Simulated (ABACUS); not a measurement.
Runs of ABACUS 3.10.1 on CsLiCr2Te2S3. It takes space group R32 (No. 155, trigonal). Conventional cell: a = 6.639 Å, b = 6.639 Å, c = 20.639 Å, α = 90.00°, β = 90.00°, γ = 120.00°. Cs (site symmetry 32) has 6 Te at 3.84 Å and 6 S at 4.04 Å and 2 Cr at 4.16 Å as nearest neighbours. Te (site symmetry 3) has 1 Cr at 2.45 Å as nearest neighbours. Cr (site symmetry 3) has 3 S at 2.24 Å and 1 Te at 2.45 Å as nearest neighbours. S (site symmetry 2) is surrounded by 2 Cr at 2.24 Å and 1 Li at 2.41 Å. Li (site symmetry 32) has 3 S at 2.41 Å as nearest neighbours. The cell was built by a generator and needn't be a form met in nature.

```tsv
task	level	potentials or basis	spin	U	fixed moment (μB)	k mesh	cutoff (eV)	radial cutoff of the potentials (pseudo_rcut)	SCF threshold on the density	max SCF steps	eigensolver	mixing share	mesh quality	gap on the mesh (eV)	pressure (GPa)	moment (μB)	largest force (eV/Å)
single point	PBE+U	PseudoDojo NC SR 0.4.1 PBE standard, DZP LCAO (the cutoffs set its grid)	collinear, ferromagnetic start	Cr d U = 6 eV	-	2 × 2 × 2	1361	7 bohr	1e-06	120	genelpa	0.2	coarse	none	5.3	4.35	2.02
single point	PBE	PseudoDojo NC FR 0.4 PBE standard, DZP LCAO (the cutoffs set its grid)	collinear, ferromagnetic start, SOC	-	-	3 × 3 × 3	1361	7 bohr	1e-07	100	genelpa	0.4	coarse	none	1.0	(b)	(c)
single point	PBE+U	PseudoDojo NC SR 0.4.1 PBE standard, DZP LCAO (the cutoffs set its grid)	collinear, ferromagnetic start	Cr d U = 2 eV	-	2 × 2 × 2	1361	7 bohr	1e-06	120	genelpa	0.2	coarse	none	2.7	4.07	1.00
single point	PBE	PseudoDojo NC SR 0.4.1 PBE standard, DZP LCAO (the cutoffs set its grid)	collinear, ferromagnetic start	-	7.0	4 × 4 × 4	1361	7 bohr	1e-07	100	genelpa	0.4	not flagged	-	2.4	7.00	1.90
single point	PBEsol	SSSP 1.3 efficiency PBE, plane waves	collinear, ferromagnetic start	-	-	3 × 3 × 3	748	10 bohr	1e-08	100	dav	0.4	coarse	none	-2.0	4.01	0.22
single point	PBE	PseudoDojo NC SR 0.4.1 PBE standard, DZP LCAO (the cutoffs set its grid)	collinear, ferromagnetic start	-	6.0	4 × 4 × 4	1361	7 bohr	1e-07	100	genelpa	0.4	not flagged	-	(d)	6.00	(a)
single point	PBE	PseudoDojo NC FR 0.4 PBE standard, DZP LCAO (the cutoffs set its grid)	collinear, ferromagnetic start	-	-	3 × 3 × 3	1361	7 bohr	1e-07	100	genelpa	0.4	coarse	none	1.0	4.01	0.38
```

Alike in all rows: cell as given; smearing fermi-dirac 0.05 eV.

Problem. Fill in the values left out.

Solution. (a) 1.38; (b) 4.09; (c) 0.46; (d) 1.8.

Caveats: some runs use coarse meshes; the atomic orbitals were generated for these runs and aren't a published set (some runs); the basis of atomic orbitals isn't converged, which shifts pressures, moduli and gaps (some runs); forces of over 1 eV/Å show positions far from the minimum, so gaps and moduli don't describe the material at rest (some runs); the total moment is fixed, so each spin has its own Fermi level (some runs); with noncolin 0 the moments lie along z, whatever direction is typed (some runs); there are fewer bands than atomic start orbitals, so a level may be missed at k points of high symmetry (some runs).

A k mesh can miss the band edges, and rows without SOC leave out spin-orbit coupling on Cs, Te.

A gap of «none» marks a metal or a gap under the smearing width.

The runs don't all hold the same shells in valence.
